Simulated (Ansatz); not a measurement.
The system is BeCr3.

```xyz
4
Lattice="3.5112 0.0000 0.0000 0.0000 3.5112 0.0000 0.0000 0.0000 3.5112" Properties=species:S:1:pos:R:3 pbc="T T T"
Cr    1.7556    1.7556    0.0000
Cr    1.7556    0.0000    1.7556
Cr    0.0000    1.7556    1.7556
Be    0.0000    0.0000    0.0000
```

The cell comes from a database or a generator and needn't be the stable form of this composition.

Base run:

| Quantity | Value |
| --- | --- |
| Program | Ansatz 0.2.0 |
| Functional | PBE |
| Potentials or basis | Ansatz PAW |
| Cutoff | 420 eV (not typed: the program's choice for these potentials) |
| k mesh | 6 × 6 × 6 |
| Occupations | fermi-dirac, width 0.05 eV |
| Spin | collinear spin, ferromagnetic start |
| Starting moments | [4.5, 4.5, 4.5, 0.0] μB |
| Fixed moment | 13.5 μB |

Its results: pressure 88.8 GPa; site moments Cr +3.68; Be +0.29 μB.

Task: The run is repeated on the same cell with these changes: fixed moment from 13.5 μB to 11.2 μB; moments at the start from [4.5, 4.5, 4.5, 0.0] to [3.73, 3.73, 3.73, 0.0]. What comes out?

Result: Pressure 63.4 GPa; site moments Cr +3.19; Be +0.08 μB.

Caveats: a pressure of tens of GPa on the cell as given is suspect, and the run, the potentials or the cell itself is likely at fault; the total moment is fixed, so each spin has its own Fermi level; the thresholds are loose for stress.
